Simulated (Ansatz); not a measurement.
# Cl2FISi: a ladder of functionals and wavefunction methods

The task here is to estimate one member of a computed series from the others.

Computed with Ansatz 0.2.0, Gaussian basis. Level: functionals in def2-TZVPP, the program's frozen cores in correlated methods.

Plan: LDA (SPW92), PBE-D4, revPBE-D4, BLYP-D4, r2SCAN-D4, B97M-V, PBE0-D4, B3LYP-D4, r2SCANh-D4, r2SCAN0-D4, HSE06-D4, BHLYP-D4, CAM-B3LYP-D4, LC-ωPBE, ωB97X-V, ωB97M-V, B2PLYP, PBE-QIDH; CCSD(T)/def2-SVP; CCSD(T)/def2-TZVPP; MP2/def2-QZVPP; extrapolation to the limit; RPA on PBE.

### The relaxed structure

All runs share one geometry, relaxed beforehand with PBE0-D4 in a triple-zeta def2 set. I takes the def2 core potential; no spin-orbit term is included.

5 atoms, charge 0, spin multiplicity 1.

Atoms are counted from 1 here; the program's logs count them from 0.

Bond lengths: F1–Si2 1.579 Å, Si2–Cl3 2.020 Å, Si2–Cl4 2.020 Å, Si2–I5 2.401 Å. Angles: F1–Si2–Cl3 107.9°, F1–Si2–Cl4 107.9°, F1–Si2–I5 108.6°, Cl3–Si2–Cl4 109.9°, Cl3–Si2–I5 111.2°, Cl4–Si2–I5 111.2°.

The first run:

in.yaml reads:

```yaml
crystal:
  periodic: [false, false, false]
  atoms:
    - {symbol: F, position_ang: [0.806183, -0.496719, 1.372799]}
    - {symbol: Si, position_ang: [0.023620, -0.092308, 0.062773]}
    - {symbol: Cl, position_ang: [-1.953203, -0.173406, 0.471703]}
    - {symbol: Cl, position_ang: [0.483991, -1.435968, -1.373983]}
    - {symbol: I, position_ang: [0.689309, 2.124700, -0.574792]}
basis:
  gaussian: {orbitals: def2-TZVPP}
hamiltonian: {xc: lda}
output: {orbitals: {seedname: orbitals}}
```

Launch:

```bash
$ ansatz run in.yaml --threads 4 --pin off --events-out ev --progress --plain --max-ram 10444MiB
```

Steps of the session up to this table: LDA; PBE-D4 (GGA); revPBE-D4 (GGA); BLYP-D4 (GGA); r2SCAN-D4 (meta-GGA); B97M-V (meta-GGA); PBE0-D4 (hybrid); B3LYP-D4 (hybrid); r2SCANh-D4 (hybrid); r2SCAN0-D4 (hybrid); HSE06-D4 (hybrid); BHLYP-D4 (hybrid); CAM-B3LYP-D4 (range-separated); LC-ωPBE (range-separated); ωB97X-V (range-separated); ωB97M-V (range-separated); B2PLYP (double hybrid); PBE-QIDH (double hybrid).

One of the session's tables, all rows but one given; the rest of the session is left out.

It belongs to the step «Frontier levels by functional». 

```
  functional  HOMO (eV)  gap (eV)
 LDA (SPW92)      -7.31      4.93
      PBE-D4      -7.13      5.02
   revPBE-D4      -7.08      5.06
     BLYP-D4      -6.94      4.92
   r2SCAN-D4      -7.46      5.64
      B97M-V      -7.45      5.72
     PBE0-D4      -8.32      7.09
    B3LYP-D4      -8.05      6.57
  r2SCANh-D4      -7.89      6.37
  r2SCAN0-D4          ?         ?
    HSE06-D4      -7.93      6.32
    BHLYP-D4      -9.32      9.06
CAM-B3LYP-D4      -9.57      9.39
     LC-ωPBE     -10.95     11.96
     ωB97X-V     -10.59     11.51
     ωB97M-V     -10.45     11.17
```

Q: Estimate the row for r2SCAN0-D4 from the others.

Worked estimate for «HOMO (eV)». Against the share of exact exchange, r2SCAN-D4 (0, -7.46), r2SCANh-D4 (0.1, -7.89) give a slope of -4.30 per unit share; at 0.25 the line stands at -8.53.

As computed: HOMO (eV): -8.53; gap (eV): 7.47. In «HOMO (eV)» the line misses by 0.00.
